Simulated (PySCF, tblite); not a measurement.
**ClFH₄O₂Si₂, a small molecule taken as a stand-in for a surface group (Si site with back bonds O[SiH3], O, F): NMR shifts, core binding energies and electronic excitations**

Wanted: the NMR shifts, core binding energies and electronic excitations for `O[Si](F)(Cl)O[SiH3]`.

Programs: tblite 0.8.0 and PySCF 2.14.0. All values are calculated, for the isolated system unless a continuum is named. Atoms count from 0, parts from 1.

## Step 1: Starting point

10 atoms, charge 0, multiplicity 1; geometry: distance geometry start.

## Step 2: Geometry optimisation with GFN2-xTB

The job: settings as JSON, then the geometry in Å.

```
{"job": {"kind": "relax", "xc": "GFN2-xTB", "basis": "xTB"}, "charge": 0, "multiplicity": 1}
Si    -1.202214     0.047850    -0.661067
O      0.431192     0.001748    -1.107656
Si     1.547372     0.255671     0.160742
O     -1.737673    -1.292802     0.209114
F     -2.090512     0.050989    -2.125740
Cl    -1.719826     1.768862     0.374808
H      2.820077    -0.344103    -0.270440
H      1.165119    -0.447030     1.408932
H      1.843511     1.655309     0.427724
H     -1.041623    -1.669204     0.791941
```

With the program's defaults for keys left out, this is: GFN2-xTB geometry optimisation, gas phase.

Started as:

```bash
$ OMP_NUM_THREADS=1 python cluster_run.py task.json out
```

The driver reads the jobs from task.json and runs them one after another.

**Question.** The jobs that follow are: PBE0-D3(BJ)/def2-SVP geometry optimisation, gas phase; GIAO PBE0/pcSseg-2 NMR shielding, non-relativistic, gas phase; delta-SCF UKS SCAN, pcX-2 on the ionised atom, pcseg-1 elsewhere, spin-free X2C; TDDFT CAM-B3LYP/def2-SVPD, vertical, gas phase, core orbitals frozen in the response. Predict: point group; rotational constants (main isotopes); ¹H shifts against TMS (PBE0/pcSseg-2); ²⁹Si shifts against TMS (PBE0/pcSseg-2); ¹⁷O shifts against H2O (PBE0/pcSseg-2); ¹⁹F shifts against CFCl3 (PBE0/pcSseg-2); ³⁵Cl shifts against HCl (PBE0/pcSseg-2); O1s binding energies, SCAN/pcX-2; Si2p binding energies, SCAN/pcX-2 (standing for 1 of 2 atoms); F1s binding energies, SCAN/pcX-2; Cl2p binding energies, SCAN/pcX-2; lowest singlet (CAM-B3LYP/def2-SVPD); brightest single state of those computed; lowest triplet; vertical ionisation energy (ΔSCF).

The runs gave:

| quantity | value |
| --- | --- |
| point group | C1 |
| rotational constants (main isotopes) | 2.44, 1.27, 1.08 GHz |
| ¹H shifts against TMS (PBE0/pcSseg-2) | 5.19, 5.12, 4.98, 2.25 ppm |
| ²⁹Si shifts against TMS (PBE0/pcSseg-2) | -37.8, -66.5 ppm |
| ¹⁷O shifts against H2O (PBE0/pcSseg-2) | 61.9, 58.2 ppm |
| ¹⁹F shifts against CFCl3 (PBE0/pcSseg-2) | -122.4 ppm |
| ³⁵Cl shifts against HCl (PBE0/pcSseg-2) | 20 ppm |
| O1s binding energies, SCAN/pcX-2 | O3 539.59, O1 538.79 eV |
| Si2p binding energies, SCAN/pcX-2 (standing for 1 of 2 atoms) | Si0 109.99 eV |
| F1s binding energies, SCAN/pcX-2 | F4 692.86 eV |
| Cl2p binding energies, SCAN/pcX-2 | Cl5 207.14 eV |
| lowest singlet (CAM-B3LYP/def2-SVPD) | 7.78 eV (159 nm), f = 0.002 |
| brightest single state of those computed | state 5, 8.72 eV, f = 0.049 |
| lowest triplet | 7.36 eV |
| vertical ionisation energy (ΔSCF) | 11.73 eV |

The start of the PBE0/def2-SVP relaxation was shaken at random by about 0.01 Å, so part of the energy gained, and of the first lengths quoted, undoes that. Over 14 steps the energy fell by 0.228 eV; of the close pairs, Si0–O3 changed most, 1.575 to 1.630 Å (PBE0/def2-SVP). No frequency check was run at this level, so the end point may be a saddle. Hydrogens of an XH3 group are listed apart at this fixed geometry; free rotation makes them one line at their mean. At PBE0/pcSseg-2: The widest tensor belongs to Cl5: span 231 ppm, with a paramagnetic part of -228 ppm. At SCAN/pcX-2: The O1s levels kept as sound span 0.80 eV, from O1 (oxygen bonded to 2 Si) up to O3 (oxygen bonded to Si, H). The lowest singlet, at 7.78 eV, is HOMO→LUMO 0.62, HOMO→LUMO+1 0.13 and is weak; of the 6 states computed, the strongest absorption comes from state 5 at 8.72 eV (the last state computed absorbs too, and its partners may lie past the list). The lowest triplet lies 0.41 eV below the lowest singlet (triplets in Tamm-Dancoff, singlets in full TDDFT). ΔSCF puts the ionisation energy at 11.73 eV, 0.90 eV above −ε(HOMO).
